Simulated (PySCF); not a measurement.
**The bond of BePb+, level by level**

Aim: find the lowest electronic state of BePb+, scan its bond at several levels of theory, and get bond length, wavenumber and dissociation energy from each curve.

Computed with PySCF 2.14.0. Level: Be def2-SVPD, Pb def2-SVPD with ECP60, scalar-relativistic core potentials.

## 1. The job

A driver script around PySCF takes these settings:

- atoms: Be, Pb
- charge: 1
- basis: Be def2-SVPD, Pb def2-SVPD with ECP60
- Hamiltonian: scalar-relativistic core potentials
- basis functions: 44
- electrons treated: 25
- masses in u: 9.0122, 207.9766
- levels: PBE0, PBE, r²SCAN, PBEsol, B97-3, r²SCANh, HF, MP2, SCS-MP2, CCSD, CCSD(T)
- grid: 80 radial by 434 angular points
- occupations: held fixed by the projection of orbital angular momentum
- dissociation limit: Be + Pb+, each in its ground configuration
- starting distance in angstrom: 2.455
- values of 2S to try: 1, 3

Run with:

```console
OMP_NUM_THREADS=1 python dia.py task.json out
```

Further steps of the session: First curve: PBE0; Higher solutions at PBE0; PBE (GGA); r²SCAN (meta-GGA); PBEsol (GGA); B97-3 (global hybrid GGA); r²SCANh (hybrid meta-GGA); ROHF; Correlated methods on the Hartree–Fock reference.

What does the calculation give? Wanted: for each run, Re; ωe; De; μ.

The runs gave:

Lowest PBE0 solution found, without spin–orbit coupling: ²Π (doublet), unpaired electrons π ↑. State 2 has its PBE0 minimum 0.47 eV higher. State 3 has its PBE0 minimum 1.49 eV higher. The other levels ran on the lowest alone.

| level | Re (Å) | ωe (cm⁻¹) | De (eV) | μ (D) |
| --- | --- | --- | --- | --- |
| ROHF | 2.846 | 236.7 | 0.76 | -5.77 |
| ROHF-MP2 | 2.724 | 283.4 | 1.02 | n/a |
| ROHF-SCS-MP2 | 2.772 | 263.1 | 0.91 | n/a |
| ROHF-CCSD | 2.796 | 257.7 | 0.76 | n/a |
| ROHF-CCSD(T) | 2.773 | 266.1 | 0.81 | n/a |
| PBE | 2.626 | 338 | 1.49 | -5.04 |
| PBEsol | 2.600 | 355 | 1.65 | -5.21 |
| r²SCAN | 2.616 | 340 | 1.51 | -5.46 |
| r²SCANh | 2.620 | 333 | 1.47 | -5.55 |
| PBE0 | 2.633 | 325 | 1.37 | -5.36 |
| B97-3 | 2.661 | 304 | 1.23 | -5.23 |

De is counted to Be + Pb+ in their ground configurations. A positive dipole points from Be to Pb; in an ion it is taken about the centre of mass and does not tell which atom is negative.

In words: Bond lengths run from 2.600 Å (PBEsol) to 2.846 Å (ROHF). CCSD(T) can't serve as the judge here: for a weak bond in this basis it is far from its limit. Among the levels with a De in the table, it runs from 0.76 eV (ROHF-CCSD) to 1.65 eV (PBEsol).

Correlated steps freeze 4 core orbitals. These are scalar-relativistic numbers at best; spin–orbit coupling would shift them, the dissociation energy most. With spin–orbit coupling the term label itself may not hold.
